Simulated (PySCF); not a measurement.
The system is Cl3Ga, in a box.

```xyz
4
Lattice="11.0000 0.0000 0.0000 0.0000 13.0000 0.0000 0.0000 0.0000 13.0000" Properties=species:S:1:pos:R:3 pbc="T T T"
Cl    6.3055    7.1395    8.0411
Ga    5.4414    6.6973    6.1911
Cl    5.3211    4.7556    5.4610
Cl    4.7542    8.3077    5.0306
```

The cell isn't the ideal one: atoms moved at random, drawn with an rms of 0.05 Å.

Base run:

- Program: PySCF 2.14.0
- Functional: BP86
- Dispersion: D4
- Potentials or basis: def2-svp (all-electron)
- k mesh: 1 × 1 × 1
- Occupations: fixed
- Spin: no spin polarisation

Its results: gap between the frontier levels 5.28 eV.

Question: The run is repeated on the same cell with these changes: functional from BP86 to M06-L. What comes out?

Answer: Gap between the frontier levels 5.95 eV.

Caveats: this is a molecule in a periodic box at the Γ point, so its band gap is the HOMO-LUMO gap; relativity is left out, which matters for the heavier elements; the basis of atomic orbitals isn't converged, which shifts pressures, moduli and gaps.

